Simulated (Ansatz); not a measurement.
Crystal: Ir4W.

```
Ir W
1.0
     1.37784    0.79550   11.31056
    -1.37784    0.79550   11.31056
     0.00000   -1.59099   11.31056
Ir W
4 1
Direct
  0.39967 0.39967 0.39967
  0.80081 0.80081 0.80081
  0.19919 0.19919 0.19919
  0.60033 0.60033 0.60033
  0.00000 0.00000 0.00000
```

The cell comes from a database or a generator and needn't be the stable form of this composition.

Base run:

- Program: Ansatz 0.2.0
- Functional: revPBE
- Potentials or basis: Ansatz PAW
- Cutoff: 420 eV (not typed: the program's choice for these potentials)
- k mesh: 11 × 11 × 11
- Occupations: fermi-dirac, width 0.05 eV
- Spin: no spin polarisation

Its results: band gap on the k mesh none (metal or under the smearing width); pressure 1.5 GPa; largest force 0.023 eV/Å.

Q: The run is repeated on the same cell with these changes: functional from revPBE to RPBE. What comes out?

A: Band gap on the k mesh none (metal or under the smearing width); pressure 2.6 GPa; largest force 0.026 eV/Å.

Caveats: spin-orbit coupling is left out, which moves the levels of the heavy elements; the PAW data sets come from PBE, with cores solved anew for the run's functional, which leaves a small shift of forces and pressure.
